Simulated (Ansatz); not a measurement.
# Zr3MoS: the cost of one run

Method: DFT PBE, scalar-relativistic, plane waves, PAW, in Ansatz 0.2.0.

1 further run of the same task is left out (set aside as unsound or not needed). Runs told in other sessions of the task aren't counted.

**1. The starting structure**

The structure is tetragonal, space group P4mm (No. 99). The conventional cell has a = 3.481 Å, b = 3.481 Å, c = 8.372 Å, α = 90.00°, β = 90.00°, γ = 90.00°. Zr (site symmetry 4mm) has 1 S at 2.55 Å and 4 Mo at 2.91 Å in its first shell of neighbours. Zr (site symmetry 4mm) has 1 S at 2.74 Å and 4 Mo at 2.90 Å and 1 Zr at 3.09 Å in its first shell of neighbours. Zr (site symmetry 4mm) is surrounded by 4 S at 2.54 Å. Mo (site symmetry 4mm) has 8 Zr at 2.90 to 2.91 Å in its first shell of neighbours. Around S (site symmetry 4mm) lie 6 Zr at 2.54 to 2.74 Å.

Structure file:

```xyz
5
Lattice="3.4813 0.0000 0.0000 0.0000 3.4813 0.0000 0.0000 0.0000 8.3720" Properties=species:S:1:pos:R:3 pbc="T T T"
Zr    0.0000    0.0000    2.7244
Zr    0.0000    0.0000    5.8109
Zr    1.7406    1.7406    7.9406
Mo    1.7406    1.7406    4.2770
S     0.0000    0.0000    0.1772
```

The cell was relaxed beforehand at this level, from a generated guess; it is a trial structure. At a tolerance of 0.05 Å it has space group P4mm (No. 99); it has 20.29 Å³/atom, an uncorrected energy of -0.62 eV/atom over the elements.

**2. Static run: bands, density of states and charges**

Contents of input.yaml:

```yaml
crystal:
  lattice:
    - [3.4812959126, 0.0, 0.0]
    - [0.0, 3.4812959126, 0.0]
    - [0.0, 0.0, 8.3720351979]
  atoms:
    - { symbol: Zr, position: [0.0, 0.0, 0.3254167545] }
    - { symbol: Zr, position: [0.0, 0.0, 0.6940855385] }
    - { symbol: Zr, position: [0.5, 0.5, 0.9484666813] }
    - { symbol: Mo, position: [0.5, 0.5, 0.5108690674] }
    - { symbol: S, position: [0.0, 0.0, 0.021161958] }
basis:
  ecutwfc: 420
kpoints:
  mp_grid: { grid: [12, 12, 6] }
  band_path:
    path:
      - [[0.0, 0.0, 0.0], [0.0, 0.5, 0.0], [0.5, 0.5, 0.0], [0.0, 0.0, 0.0], [0.0, 0.0, 0.5], [0.0, 0.5, 0.5], [0.5, 0.5, 0.5], [0.0, 0.0, 0.5]]
      - [[0.0, 0.5, 0.0], [0.0, 0.5, 0.5]]
      - [[0.5, 0.5, 0.0], [0.5, 0.5, 0.5]]
    npoints: 14
hamiltonian:
  xc: pbe
scf:
  occupations: { method: gaussian, width: 0.1 }
  n_extra_bands: 12
output:
  forces: true
  stress: true
  eigenvalues: true
  populations: true
  dos: { projected: true, de: 0.02, nscf_kmesh: { grid: [15, 15, 8] } }
  bader: true
```

The run is started by

```console
$ ansatz run input.yaml --threads 1 --pin off --max-ram 2560MiB --backend cpu --events-out ev --progress --plain --runs-dir out
```

Q: Estimate wall time and peak memory on 1 thread of Arm Neoverse V1, shared host.

About 2.6 min, with a peak of 0.72 GiB.
